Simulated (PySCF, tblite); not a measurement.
# C₆H₈NO₂−: tautomers, part 2 of 2

tblite 0.8.0 and PySCF 2.14.0. Atoms count from 0. Earlier steps stand in the parts before.

### Step 10. Single point (C6H8NO2−, N#CCCC/C=C(\[O-])O): wB97X-D3(BJ)/ma-def2-SVP

Geometry: PBE0-D3(BJ)/def2-SVP.

The job: settings as JSON, then the geometry in Å.

```
{"job": {"kind": "sp", "xc": "wB97X", "basis": "ma-def2-SVP", "d3": "d3bj", "grid": 2}, "charge": -1, "multiplicity": 1}
N      2.140118    -3.060244     0.662879
C      1.764178    -2.008042     0.349157
C      1.293974    -0.685967    -0.027383
C      0.812581     0.167503     1.152517
C      0.058542     1.413155     0.655560
C     -1.312974     1.172520     0.105973
C     -1.513172     0.702687    -1.177069
O     -0.662827     0.336360    -2.030991
O     -2.841859     0.613299    -1.590055
H      0.491618    -0.742098    -0.794397
H      2.119626    -0.169301    -0.546863
H      0.132051    -0.429348     1.781551
H      1.684031     0.441647     1.781048
H      0.707053     1.904032    -0.101380
H     -0.000558     2.121244     1.503180
H     -2.185796     1.420788     0.714328
H     -2.724179     0.233647    -2.470540
```

Log:

```text
coarse grid: 14712 points
cycle   1  E = -438.2475253197  dE =  1.417e+00  |g| = 1.010e+00  |ddm| = 6.626e+00
cycle   2  E = -438.1766632926  dE =  7.086e-02  |g| = 1.251e+00  |ddm| = 4.392e+00
cycle   3  E = -438.4691717102  dE = -2.925e-01  |g| = 1.391e-01  |ddm| = 2.660e+00
cycle   4  E = -438.4727692822  dE = -3.598e-03  |g| = 6.331e-02  |ddm| = 3.261e-01
cycle   5  E = -438.4736249581  dE = -8.557e-04  |g| = 1.379e-02  |ddm| = 1.388e-01
cycle   6  E = -438.4736695930  dE = -4.463e-05  |g| = 6.480e-03  |ddm| = 5.124e-02
cycle   7  E = -438.4736814319  dE = -1.184e-05  |g| = 2.164e-03  |ddm| = 2.006e-02
cycle   8  E = -438.4736831108  dE = -1.679e-06  |g| = 9.339e-04  |ddm| = 1.046e-02
final grid: 143632 points
cycle   9  E = -438.5419083485  dE = -2.595e-05  |g| = 6.482e-03  |ddm| = 8.008e-02
cycle  10  E = -438.5419068010  dE =  1.547e-06  |g| = 7.400e-03  |ddm| = 2.772e-02
cycle  11  E = -438.5419167563  dE = -9.955e-06  |g| = 4.677e-04  |ddm| = 1.283e-02
cycle  12  E = -438.5419167983  dE = -4.200e-08  |g| = 3.746e-04  |ddm| = 2.613e-03
cycle  13  E = -438.5419168316  dE = -3.330e-08  |g| = 6.668e-05  |ddm| = 1.416e-03
cycle  14  E = -438.5419168336  dE = -1.974e-09  |g| = 3.073e-05  |ddm| = 4.758e-04
converged SCF energy = -438.5419168336
```

Run time: 28 s. Hardware: 1 thread of Intel Xeon Platinum 8259CL at 2.50GHz, shared host; peak memory 0.74 GiB.

### Step 11. Single point (C6H8NO2−, N#CCCC/C=C(\[O-])O): wB97X-D3(BJ)/ma-def2-SVP in methanol

Geometry: PBE0-D3(BJ)/def2-SVP.

The job, as its differences from that of step 10:

```diff
@@ -1,2 +1,2 @@
-{"job": {"kind": "sp", "xc": "wB97X", "basis": "ma-def2-SVP", "d3": "d3bj", "grid": 2}, "charge": -1, "multiplicity": 1}
+{"job": {"kind": "sp", "xc": "wB97X", "basis": "ma-def2-SVP", "d3": "d3bj", "grid": 2, "solvent": "methanol"}, "charge": -1, "multiplicity": 1}
 N      2.140118    -3.060244     0.662879
```

Log:

```text
final grid: 143632 points
cycle   1  E = -438.6268509611  dE = -2.559e-03  |g| = 3.818e-02  |ddm| = 1.359e+00
cycle   2  E = -438.6270271459  dE = -1.762e-04  |g| = 3.699e-02  |ddm| = 3.412e-01
cycle   3  E = -438.6273183491  dE = -2.912e-04  |g| = 8.387e-03  |ddm| = 6.822e-02
cycle   4  E = -438.6273446421  dE = -2.629e-05  |g| = 3.194e-03  |ddm| = 6.652e-02
cycle   5  E = -438.6273507357  dE = -6.094e-06  |g| = 8.144e-04  |ddm| = 4.051e-02
cycle   6  E = -438.6273511297  dE = -3.940e-07  |g| = 4.866e-04  |ddm| = 8.222e-03
cycle   7  E = -438.6273512439  dE = -1.142e-07  |g| = 1.465e-04  |ddm| = 5.249e-03
cycle   8  E = -438.6273512656  dE = -2.169e-08  |g| = 6.278e-05  |ddm| = 2.779e-03
cycle   9  E = -438.6273512673  dE = -1.692e-09  |g| = 2.485e-05  |ddm| = 4.072e-04
converged SCF energy = -438.6273512673
```

Wall time 32 s (1 thread of Intel Xeon Platinum 8259CL at 2.50GHz, shared host); peak memory 0.89 GiB.

### Step 12. Tautomers: wB97X-D3(BJ)/ma-def2-SVP

This step combines the energies above: geometries from PBE0-D3(BJ)/def2-SVP, zero-point and thermal terms from GFN2-xTB.

The job: settings as JSON, then the geometry in Å.

```
{"job": {"kind": "ta", "tautomers": ["N#CCCCC=C([O-])O"], "geom": {"xc": "PBE0", "basis": "def2-SVP", "d3": "d3bj", "grid": 1}, "level": {"xc": "wB97X", "basis": "ma-def2-SVP", "d3": "d3bj", "solvents": ["methanol"]}}, "charge": -1, "multiplicity": 1}
N     -3.069838     1.109675     0.791120
C     -2.283238     0.268514     0.647978
C     -1.300191    -0.785942     0.461113
C     -0.513826    -0.689215    -0.851166
C      0.283205     0.605846    -1.005382
C      1.099777     0.977295     0.233093
C      1.939898    -0.241572     0.716071
O      1.400172    -0.946534     1.607904
O      3.012325    -0.429524     0.121661
H     -0.533675    -0.771137     1.274736
H     -1.827334    -1.752256     0.525460
H      0.187448    -1.537726    -0.841553
H     -1.184503    -0.826371    -1.717910
H     -0.401073     1.431796    -1.274583
H      0.977098     0.474952    -1.852849
H      0.429584     1.315094     1.041164
H      1.773510     1.811111    -0.021990
```

Output (the driver's rows laid out field by field):

```text
tautomers, wB97X-D3(BJ)/ma-def2-SVP // PBE0-D3(BJ)/def2-SVP

row 1
  formula                 C6H8NO2
  charge                  -1
  multiplicity            1
  smiles                  N#CCCCCC(=O)[O-]
  kept                    yes
  pieces                  1
  point_group             C1
  electronic              0.0
  enthalpy                0.0
  free_energy             0.0
  solution                methanol 0.0
  share_gas               1.0
  share_solution          methanol 1.0

row 2
  formula                 C6H8NO2
  charge                  -1
  multiplicity            1
  smiles                  N#CCCC/C=C(\[O-])O
  kept                    yes
  pieces                  1
  point_group             C1
  electronic              100.13
  enthalpy                95.06
  free_energy             93.54
  solution                methanol 119.88
  share_gas               4.097e-17
  share_solution          methanol 9.953e-22
```

It took 6.7 min on 1 thread of Intel Xeon Platinum 8259CL at 2.50GHz, shared host; peak memory 0.89 GiB.

Energies above the first form (kJ/mol, gas phase, 298 K for the thermal columns):

```tsv
no.	tautomer	electronic	enthalpy	free energy
form 0	N#CCCCCC(=O)[O-]	0.0	0.0	0.0
form 1	N#CCCC/C=C(\[O-])O	100.1	95.1	93.5
```

Free energies in a continuum (kJ/mol, same sign): methanol: form 0 0.0, form 1 119.9.

Shares at 298 K in the gas phase: 0: 100 %, 1: 0 %.

### Step 13. Summary of results

What follows sums up all 2 parts.

| quantity | value |
| --- | --- |
| strongest single infrared mode (GFN2-xTB) | 1762 cm⁻¹, 739 km/mol |
| zero-point energy (GFN2-xTB) | 82.3 kcal/mol |
| point group | C1 |
| rotational constants (main isotopes) | 3.26, 0.95, 0.89 GHz |
| ΔH above the first form, form 0 (wB97X-D3(BJ)/ma-def2-SVP) | 0.0 kJ/mol |
| ΔH above the first form, form 1 (wB97X-D3(BJ)/ma-def2-SVP) | 95.1 kJ/mol |

**Reading.** No mode is imaginary among the 45: a minimum at this level. The strongest single mode, at 1762 cm⁻¹, moves mainly C6. GFN2-xTB is a fitted tight-binding method: band positions and strengths are rough. Its intensities can rank the bands wrongly. The optimisation took 3 steps and gained 0.068 eV; among the close pairs (by a distance rule), C5–C6 changed most, from 1.585 to 1.557 Å (PBE0/def2-SVP). At wB97X-D3(BJ)/ma-def2-SVP the ΔH above the first form runs from 0.0 kJ/mol (form 0) to 95.1 kJ/mol (form 1).
